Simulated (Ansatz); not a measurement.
# C₇H₂₃NSi₃: how energies converge with the basis set

One table from this session's results is given with a row withheld; the runs are named, their logs left out.

Computed with Ansatz 0.2.0, Gaussian basis. Level: one geometry, several basis sets.

The runs, in order: PBE0-D4/def2-SVP; ωB97M-V/def2-SVP; PBE0-D4/def2-QZVPP; ωB97M-V/def2-QZVPP; the functionals' def2-TZVPP values are taken from earlier runs.

## Structure used throughout

All runs share one geometry, relaxed beforehand with PBE0-D4 in a triple-zeta def2 set.

34 atoms, charge 0, spin multiplicity 1.

Atoms are counted from 1 here; the program's logs count them from 0.

Bond lengths: C1–Si2 1.868 Å, C1–H12 1.093 Å, C1–H13 1.094 Å, C1–H14 1.093 Å, Si2–C3 1.870 Å, Si2–N4 1.745 Å, Si2–H15 1.493 Å, C3–H16 1.093 Å, C3–H17 1.094 Å, C3–H18 1.093 Å, N4–Si5 1.736 Å, N4–Si8 1.747 Å, Si5–C6 1.870 Å, Si5–C7 1.869 Å, Si5–H19 1.495 Å, C6–H20 1.094 Å, C6–H21 1.093 Å, C6–H22 1.093 Å and more. Angles: Si2–C1–H12 110.5°, Si2–C1–H13 110.7°, Si2–C1–H14 111.3°, H12–C1–H13 108.1°, H12–C1–H14 108.1°, H13–C1–H14 108.0°, C1–Si2–C3 110.9°, C1–Si2–N4 111.7°, C1–Si2–H15 108.0°, C3–Si2–N4 112.0°, C3–Si2–H15 107.4°, N4–Si2–H15 106.5°, Si2–C3–H16 110.5°, Si2–C3–H17 110.3°, Si2–C3–H18 111.8°, H16–C3–H17 107.9°, H16–C3–H18 108.2°, H17–C3–H18 107.9° and more.

As a file:

```xyz
34
C7H23NSi3
C    -1.4274    0.9983    2.7071
Si    0.1357    0.3666    1.9028
C     1.5757    1.5063    2.2553
N    -0.0810    0.0974    0.1928
Si   -0.3006    1.5109   -0.7913
C     1.1960    1.8801   -1.8507
C    -1.8508    1.4674   -1.8347
Si    0.1059   -1.5325   -0.4081
C    -0.2833   -1.6268   -2.2393
C     1.8705   -2.1041   -0.1513
C    -1.0757   -2.6872    0.4726
H    -2.2523    0.3012    2.5404
H    -1.2895    1.1087    3.7863
H    -1.7174    1.9712    2.3028
H     0.4607   -0.9610    2.5037
H     2.4944    1.1112    1.8145
H     1.7322    1.5985    3.3339
H     1.4079    2.5085    1.8540
H    -0.4549    2.6459    0.1692
H     1.0591    2.8177   -2.3970
H     2.0880    1.9798   -1.2271
H     1.3856    1.0923   -2.5837
H    -1.7694    0.7786   -2.6772
H    -2.7145    1.1736   -1.2333
H    -2.0458    2.4655   -2.2378
H    -0.0446   -2.6363   -2.5876
H    -1.3425   -1.4538   -2.4401
H     0.3001   -0.9296   -2.8444
H     2.0084   -3.1304   -0.5033
H     2.1482   -2.0736    0.9053
H     2.5663   -1.4633   -0.7001
H    -0.8836   -2.7300    1.5466
H    -2.1097   -2.3631    0.3260
H    -0.9834   -3.7026    0.0761
```

Set-up of the first run:

The input, in.yaml:

```yaml
crystal:
  periodic: [false, false, false]
  atoms:
    - {symbol: C, position_ang: [-1.427435, 0.998288, 2.707075]}
    - {symbol: Si, position_ang: [0.135689, 0.366639, 1.902767]}
    - {symbol: C, position_ang: [1.575656, 1.506338, 2.255345]}
    - {symbol: N, position_ang: [-0.081006, 0.097380, 0.192804]}
    - {symbol: Si, position_ang: [-0.300640, 1.510924, -0.791346]}
    - {symbol: C, position_ang: [1.196025, 1.880149, -1.850707]}
    - {symbol: C, position_ang: [-1.850777, 1.467382, -1.834704]}
    - {symbol: Si, position_ang: [0.105909, -1.532530, -0.408099]}
    - {symbol: C, position_ang: [-0.283318, -1.626803, -2.239284]}
    - {symbol: C, position_ang: [1.870455, -2.104113, -0.151288]}
    - {symbol: C, position_ang: [-1.075699, -2.687154, 0.472583]}
    - {symbol: H, position_ang: [-2.252301, 0.301155, 2.540405]}
    - {symbol: H, position_ang: [-1.289458, 1.108733, 3.786267]}
    - {symbol: H, position_ang: [-1.717381, 1.971172, 2.302770]}
    - {symbol: H, position_ang: [0.460749, -0.960952, 2.503682]}
    - {symbol: H, position_ang: [2.494432, 1.111165, 1.814516]}
    - {symbol: H, position_ang: [1.732166, 1.598483, 3.333856]}
    - {symbol: H, position_ang: [1.407947, 2.508510, 1.853966]}
    - {symbol: H, position_ang: [-0.454911, 2.645859, 0.169246]}
    - {symbol: H, position_ang: [1.059066, 2.817699, -2.396958]}
    - {symbol: H, position_ang: [2.087967, 1.979777, -1.227143]}
    - {symbol: H, position_ang: [1.385639, 1.092346, -2.583711]}
    - {symbol: H, position_ang: [-1.769372, 0.778602, -2.677226]}
    - {symbol: H, position_ang: [-2.714528, 1.173606, -1.233258]}
    - {symbol: H, position_ang: [-2.045818, 2.465476, -2.237769]}
    - {symbol: H, position_ang: [-0.044627, -2.636294, -2.587649]}
    - {symbol: H, position_ang: [-1.342548, -1.453793, -2.440125]}
    - {symbol: H, position_ang: [0.300057, -0.929606, -2.844426]}
    - {symbol: H, position_ang: [2.008388, -3.130422, -0.503344]}
    - {symbol: H, position_ang: [2.148233, -2.073643, 0.905283]}
    - {symbol: H, position_ang: [2.566278, -1.463274, -0.700079]}
    - {symbol: H, position_ang: [-0.883587, -2.729972, 1.546626]}
    - {symbol: H, position_ang: [-2.109730, -2.363136, 0.326022]}
    - {symbol: H, position_ang: [-0.983422, -3.702586, 0.076101]}
basis:
  gaussian: {orbitals: def2-SVP}
hamiltonian: {xc: pbe0, dispersion: d4}
output: {orbitals: {seedname: orbitals}}
```

Steps of the session up to this table: PBE0-D4 in def2-SVP; ωB97M-V in def2-SVP; PBE0-D4 in def2-QZVPP; ωB97M-V in def2-QZVPP.

One table of the session follows, with a row left open; its other results are not shown here.

It belongs to the step «Functionals by basis». 

| functional | basis | HOMO (eV) | LUMO (eV) |
| --- | --- | --- | --- |
| PBE0-D4 | def2-SVP | -6.79 | 1.31 |
| PBE0-D4 | def2-TZVPP | -6.91 | 0.79 |
| PBE0-D4 | def2-QZVPP | -6.93 | 0.40 |
| ωB97M-V | def2-SVP | -9.04 | 2.85 |
| ωB97M-V | def2-TZVPP | ? | ? |
| ωB97M-V | def2-QZVPP | -9.18 | 1.48 |

Estimate the missing values for ωB97M-V, def2-TZVPP.

The run gave: HOMO (eV): -9.17; LUMO (eV): 2.12. In the column «HOMO (eV)» it lies between ωB97M-V, def2-QZVPP (-9.18) and ωB97M-V, def2-SVP (-9.04).
